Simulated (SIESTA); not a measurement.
The system is Al3GaN4.

```
CELL_PARAMETERS angstrom
4.40144 0.00000 0.00000
0.00000 4.40144 0.00000
0.00000 0.00000 4.40144
ATOMIC_POSITIONS crystal
Ga 0.00000 0.00000 0.00000
Al 0.00000 0.50000 0.50000
Al 0.50000 0.00000 0.50000
Al 0.50000 0.50000 0.00000
N 0.25584 0.25584 0.25584
N 0.25584 0.74416 0.74416
N 0.74416 0.25584 0.74416
N 0.74416 0.74416 0.25584
```

The cell comes from a database or a generator and needn't be the stable form of this composition.

```yaml
Program: SIESTA 5.4.2
Task: single point
Functional: PBEsol
Potentials_or_basis: PseudoDojo 0.4 standard (PBEsol files)
Basis: DZP (energy shift 0.003 Ry; two zetas on semicore shells)
Grid_cutoff: 800 Ry
Energy_shift: 0.003 Ry
k_mesh: 6 × 6 × 6
Occupations: fermi-dirac, width 0.05 eV
Spin: no spin polarisation
```

On this cell: pressure 3.0 GPa; largest force 0.047 eV/Å; band gap on the k mesh 3.28 eV, indirect (least direct gap 3.30 eV).

The same run follows on a disturbed copy (atoms moved at random, drawn with an rms of 0.05 Å):

```
CELL_PARAMETERS angstrom
4.40144 0.00000 0.00000
0.00000 4.40144 0.00000
0.00000 0.00000 4.40144
ATOMIC_POSITIONS crystal
Ga 0.99927 0.99420 0.99854
Al 0.00477 0.48782 0.49985
Al 0.50665 0.99600 0.49953
Al 0.49817 0.49603 0.00332
N 0.25913 0.26220 0.26541
N 0.24661 0.75004 0.74081
N 0.73949 0.25403 0.75680
N 0.74223 0.75266 0.24839
```

**Question.** What does the disturbed cell give?

**Answer.** The energy moves by +23.8 meV/atom; pressure 3.7 GPa; largest force 1.631 eV/Å; band gap on the k mesh 3.08 eV, indirect (least direct gap 3.10 eV).

Forces on the atoms (eV/Å):
```
Ga   0.328  0.641  0.324
Al  -1.098  1.127  0.430
Al  -0.526  0.324  0.346
Al  -0.296  0.769 -0.200
N    0.075 -1.033 -0.774
N    0.771 -0.713  0.131
N    0.434  0.013 -0.928
N    0.314 -1.128  0.670
```

Stress tensor (GPa, compression positive):
```
 3.74 -1.20 -3.73
-1.20  3.54  2.03
-3.73  2.03  3.77
```

Caveats: the basis of atomic orbitals isn't converged, which shifts pressures, moduli and gaps.

A k mesh can miss the band edges.
